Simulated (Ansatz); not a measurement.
**C₃H₅NSSi: small, medium and large basis sets**

How large a basis does C₃H₅NSSi need? Two functionals are run in growing sets.

The runs use Ansatz 0.2.0, Gaussian basis; one geometry, several basis sets.

Plan: PBE0-D4/def2-SVP; ωB97M-V/def2-SVP; PBE0-D4/def2-QZVPP; ωB97M-V/def2-QZVPP; the functionals' def2-TZVPP values are taken from earlier runs.

## 1. Structure used throughout

The geometry comes from an earlier relaxation with PBE0-D4 in a triple-zeta def2 set; it is a stationary point, not always the lowest conformer.

11 atoms, charge 0, spin multiplicity 1.

Atoms are counted from 1 here; the program's logs count them from 0.

Bond lengths: C1–C2 1.204 Å, C1–H7 1.063 Å, C2–N3 1.328 Å, N3–C4 1.462 Å, N3–Si6 1.736 Å, C4–S5 1.845 Å, C4–H8 1.092 Å, C4–H9 1.092 Å, S5–Si6 2.131 Å, Si6–H10 1.485 Å, Si6–H11 1.485 Å. Angles: C2–C1–H7 179.8°, C1–C2–N3 179.9°, C2–N3–C4 122.4°, C2–N3–Si6 136.5°, C4–N3–Si6 101.1°, N3–C4–S5 100.3°, N3–C4–H8 112.4°, N3–C4–H9 112.4°, S5–C4–H8 110.6°, S5–C4–H9 110.6°, H8–C4–H9 110.2°, C4–S5–Si6 76.7°, N3–Si6–S5 81.9°, N3–Si6–H10 115.4°, N3–Si6–H11 115.4°, S5–Si6–H10 117.1°, S5–Si6–H11 117.1°, H10–Si6–H11 108.3°.

## 2. PBE0-D4 in def2-SVP

The input, in.yaml:

```yaml
crystal:
  periodic: [false, false, false]
  atoms:
    - {symbol: C, position_ang: [2.601180, -0.294646, 0.164244]}
    - {symbol: C, position_ang: [1.407660, -0.158136, 0.084072]}
    - {symbol: N, position_ang: [0.091358, -0.008414, -0.002705]}
    - {symbol: C, position_ang: [-0.798654, -0.228360, 1.136264]}
    - {symbol: S, position_ang: [-2.431254, 0.128750, 0.354888]}
    - {symbol: Si, position_ang: [-1.048200, 0.423160, -1.239831]}
    - {symbol: H, position_ang: [3.655072, -0.414235, 0.231082]}
    - {symbol: H, position_ang: [-0.605457, 0.467227, 1.955809]}
    - {symbol: H, position_ang: [-0.763819, -1.258075, 1.498601]}
    - {symbol: H, position_ang: [-0.915395, 1.802236, -1.774617]}
    - {symbol: H, position_ang: [-1.127192, -0.516306, -2.387308]}
basis:
  gaussian: {orbitals: def2-SVP}
hamiltonian: {xc: pbe0, dispersion: d4}
output: {orbitals: {seedname: orbitals}}
```

Command:

```bash
$ ansatz run in.yaml --threads 4 --pin off --events-out ev --progress --plain --max-ram 10444MiB
```

The runs that follow: ωB97M-V in def2-SVP; PBE0-D4 in def2-QZVPP; ωB97M-V in def2-QZVPP.

**Question.** What will the summary of the whole plan be? Wanted: PBE0-D4: double and triple zeta above quadruple; ωB97M-V: double and triple zeta above quadruple.

**Answer**, as computed:

| quantity | value |
| --- | --- |
| PBE0-D4: double and triple zeta above quadruple | 12.65, 0.85 eV |
| ωB97M-V: double and triple zeta above quadruple | 12.76, 0.79 eV |

PBE0-D4 gains 11.80 eV from double to triple zeta, then 0.85 eV more. These are total energies; as a rule much of such shifts cancels in differences, which this series doesn't test. The LUMO of ωB97M-V is positive and keeps falling with the basis (1.47 to 0.70 eV): an unbound level that the basis holds in place.
